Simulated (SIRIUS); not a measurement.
Runs of SIRIUS 7.12.0 on HfB. Symmetry: Fm-3m, No. 225, cubic system. Conventional cell: a = 4.620 Å, b = 4.620 Å, c = 4.620 Å, α = 90.00°, β = 90.00°, γ = 90.00°. Hf (site symmetry m-3m) is surrounded by 6 B at 2.31 Å. B (site symmetry m-3m) is surrounded by 6 Hf at 2.31 Å. 

```csv
task,level,potentials or basis,cell,k mesh,energy tol,density tol,mixer,mixing beta,max scf,gap on the mesh (eV),pressure (GPa),relaxed volume (Å³/atom)
relaxation of cell and atoms,revPBE+D3(BJ),PseudoDojo 0.4.1 PBE standard (scalar relativistic),relaxed,7 × 7 × 7,1e-08 Ha,1e-06,anderson,0.7,100,none,0.1,13.69
relaxation of cell and atoms,revPBE,PseudoDojo 0.4.1 PBE standard (scalar relativistic),relaxed,7 × 7 × 7,1e-08 Ha,1e-06,anderson,0.7,100,none,0.2,14.32
single point,PBEsol,PseudoDojo 0.4.1 PBEsol standard (scalar relativistic),"atoms moved at random, drawn with an rms of 0.05 Å",10 × 10 × 10,1e-08 Ha,1e-06,anderson,0.7,100,none,25.4,-
relaxation of cell and atoms,revPBE+D3,PseudoDojo 0.4.1 PBE standard (scalar relativistic),relaxed,7 × 7 × 7,1e-08 Ha,1e-06,anderson,0.7,100,none,0.1,(b)
relaxation of cell and atoms,revPBE+D4,PseudoDojo 0.4.1 PBE standard (scalar relativistic),relaxed,7 × 7 × 7,1e-08 Ha,1e-06,anderson,0.7,100,none,0.1,13.78
single point,PBEsol,PseudoDojo 0.4.1 PBEsol standard (scalar relativistic),as given,10 × 10 × 10,1e-08 Ha,1e-06,anderson,0.7,100,none,(a),-
```

Alike in all rows: no spin polarisation; cutoff (eV) 1054; smearing fermi-dirac 0.05 eV.

Question: Estimate the missing entries.

Answer: (a) 24.6; (b) 13.81.

Caveats: the potentials were made for another functional, which shifts forces and pressure (some runs); pairwise dispersion overbinds metals, which lowers pressure and volume (some runs); the volume moved by over 15 % at a fixed basis, so the end points are rough (some runs); so large a pressure means that the cell lies far from this level's equilibrium, or that cutoff or potentials fall short (some runs).

A k mesh can miss the band edges, and the runs leave out spin-orbit coupling on Hf.

A gap of «none» marks a metal or a gap under the smearing width.

Runs at the PBE level aren't shown here.
